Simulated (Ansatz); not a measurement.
# Na: the cost of one run

Method: DFT PBEsol, scalar-relativistic, in Ansatz 0.2.0.

**1. The system as given**

Symmetry: Im-3m, No. 229, cubic system. Conventional cell: a = 4.235 Å, b = 4.235 Å, c = 4.235 Å, α = 90.00°, β = 90.00°, γ = 90.00°. Around Na (site symmetry m-3m) lie 8 Na at 3.67 Å.

As a file:

```
CELL_PARAMETERS angstrom
-2.11750 2.11750 2.11750
2.11750 -2.11750 2.11750
2.11750 2.11750 -2.11750
ATOMIC_POSITIONS crystal
Na 0.00000 0.00000 0.00000
```

**2. The deformed structure**

Space group Im-3m before, I4/mmm after.

**3. LAPW, all electrons**

Contents of input.yaml:

```yaml
crystal:
  lattice:
    - [-2.15985, 2.15985, 2.1175]
    - [2.15985, -2.15985, 2.1175]
    - [2.15985, 2.15985, -2.1175]
  atoms:
    - { symbol: Na, position: [0.0, 0.0, 0.0] }
kpoints:
  mp_grid: { grid: [11, 11, 11] }
  band_path:
    path:
      - [0.0, 0.0, 0.0]
      - [0.0, 0.0, 0.5]
      - [-0.5, 0.5, 0.5]
      - [0.0, 0.0, 0.0]
      - [0.4902921953, 0.4902921953, -0.4902921953]
      - [-0.4902921953, 0.5097078047, 0.4902921953]
      - [-0.5, 0.5, 0.5]
      - [0.0, 0.0, 0.5]
      - [0.25, 0.25, 0.25]
    npoints: 5
scf:
  occupations: { method: fermi_dirac, width: 0.03 }
hamiltonian:
  xc: pbesol
  pseudopotentials: { kind: all_electron, lapw: { basis_error: 0.0005 } }
output:
  forces: true
  stress: true
  eigenvalues: true
```

Command:

```bash
> ansatz run input.yaml --threads 1 --pin off --max-ram 3072MiB --backend cpu --events-out ev --progress --plain --runs-dir out
```

**Question.** How long does this run take on 1 thread of Intel Xeon Platinum 8375C at 2.90GHz (Ice Lake), shared host, and how much memory does it need?

About 3.4 s, with a peak of 0.25 GiB.
